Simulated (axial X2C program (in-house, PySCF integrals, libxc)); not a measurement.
# Linear SeCN at several levels

Aim: the two bond lengths and stretching wavenumbers of linear SeCN, with and without spin–orbit coupling, at PBE0, r2SCAN.

Program: an in-house X2C program for linear molecules on PySCF integrals. Level of theory: all-electron X2C, two-component (2c) or spin-free, Se dyall-v3z, C dyall-v3z, N dyall-av3z. These are calculated values, not measurements.

All values are calculated.

2 further runs of the same task are left out: 2 set aside as unsound or not needed.

### Step 1. The job

Input file task.json:

```json
{"zs": [34, 6, 7], "q": 0, "bas": ["dyall-v3z", "dyall-v3z", "dyall-av3z"], "r0": [1.86, 1.16], "symm": 0, "scan": ["PBE0", "HF", "r2SCAN"], "levels": ["PBE0", "HF", "BHandHLYP"], "nst": 2}
```

Keys: zs atomic numbers; q charge; bas basis sets; r0 starting distance in Å; symm equal bonds; scan levels of the two-bond scan; levels methods; nst determinants followed.

The run is started by

```console
python solin.py task.json out
```

Masses Se 79.917, C 12.000, N 14.003 u.

### Step 2. Scan at PBE0, 2c

State: Ω = 3/2 (beyond evenly filled blocks: ω = 3/2). Energies above the lowest point, from the job's result record:

| r(Se–C) (Å) | r(C–N) (Å) | E (meV) |
| --- | --- | --- |
| 1.7452 | 1.1359 | 75.51 |
| 1.7452 | 1.1650 | 23.91 |
| 1.7452 | 1.1941 | 62.25 |
| 1.7900 | 1.1359 | 43.33 |
| 1.7900 | 1.1650 | 0.00 |
| 1.7900 | 1.1941 | 47.28 |
| 1.7900 | 1.2233 | 168.44 |
| 1.8347 | 1.1359 | 60.78 |
| 1.8347 | 1.1650 | 24.39 |
| 1.8347 | 1.1941 | 79.25 |
| 1.8795 | 1.1650 | 87.27 |
| 1.8795 | 1.2233 | 284.86 |

A quadratic surface with cubic terms in each bond gives the minimum at 1.788 and 1.164 Å, force constants 3.88, 17.2 and coupling 0.93 mdyn/Å.

### Step 3. Scan at r2SCAN, 2c

State: Ω = 3/2 (beyond evenly filled blocks: ω = 3/2). Energies above the lowest point, from the job's result record:

| r(Se–C) (Å) | r(C–N) (Å) | E (meV) |
| --- | --- | --- |
| 1.7452 | 1.1359 | 91.72 |
| 1.7452 | 1.1650 | 15.37 |
| 1.7452 | 1.1941 | 28.49 |
| 1.7900 | 1.1359 | 68.62 |
| 1.7900 | 1.1650 | 0.00 |
| 1.7900 | 1.1941 | 21.25 |
| 1.7900 | 1.2233 | 115.87 |
| 1.8347 | 1.1359 | 94.39 |
| 1.8347 | 1.1650 | 32.46 |
| 1.8347 | 1.1941 | 60.78 |
| 1.8795 | 1.1650 | 102.68 |
| 1.8795 | 1.2233 | 245.76 |

A quadratic surface with cubic terms in each bond gives the minimum at 1.779 and 1.173 Å, force constants 4.02, 16.1 and coupling 0.87 mdyn/Å.

### Step 4. Scan at PBE0, spin-free

State: M_S = 1/2, Λ = 1 (beyond evenly filled blocks: π+α, π+β, π-α). Energies above the lowest point, from the job's result record:

| r(Se–C) (Å) | r(C–N) (Å) | E (meV) |
| --- | --- | --- |
| 1.7452 | 1.1359 | 73.77 |
| 1.7452 | 1.1650 | 20.28 |
| 1.7452 | 1.1941 | 56.46 |
| 1.7900 | 1.1359 | 44.96 |
| 1.7900 | 1.1650 | 0.00 |
| 1.7900 | 1.1941 | 45.40 |
| 1.7900 | 1.2233 | 164.42 |
| 1.8347 | 1.1359 | 65.56 |
| 1.8347 | 1.1650 | 27.78 |
| 1.8347 | 1.1941 | 81.03 |
| 1.8795 | 1.1650 | 93.84 |
| 1.8795 | 1.2233 | 288.47 |

A quadratic surface with cubic terms in each bond gives the minimum at 1.785 and 1.164 Å, force constants 3.92, 17.1 and coupling 0.97 mdyn/Å.

### Step 5. The levels side by side

| level | r(Se–C) (Å) | r(C–N) (Å) | lower stretch (cm⁻¹) | upper stretch (cm⁻¹) |
| --- | --- | --- | --- | --- |
| PBE0, 2c | 1.788 | 1.164 | 572.9 | 2136.6 |
| r2SCAN, 2c | 1.779 | 1.173 | 581.7 | 2076.2 |
| PBE0, spin-free | 1.785 | 1.164 | 576.4 | 2127.4 |
| r2SCAN, spin-free | 1.775 | 1.174 | 585.3 | 2067.4 |

Scans not shown above were run alike.

What this shows: Over the levels the Se–C bond spans 1.775 to 1.788 Å and the C–N bond 1.164 to 1.174 Å. At PBE0 going from spin-free to two-component moves the bonds by +0.003 and -0.001 Å. Each state is one determinant, the lowest of a limited PBE0 search; the stretches come from a fit to few points and are good to some per cent at best. The molecule was held linear; bending was not examined, so a bent shape may lie lower. Note: functional without a current term on a determinant with orbital currents, of the molecule or an atom.
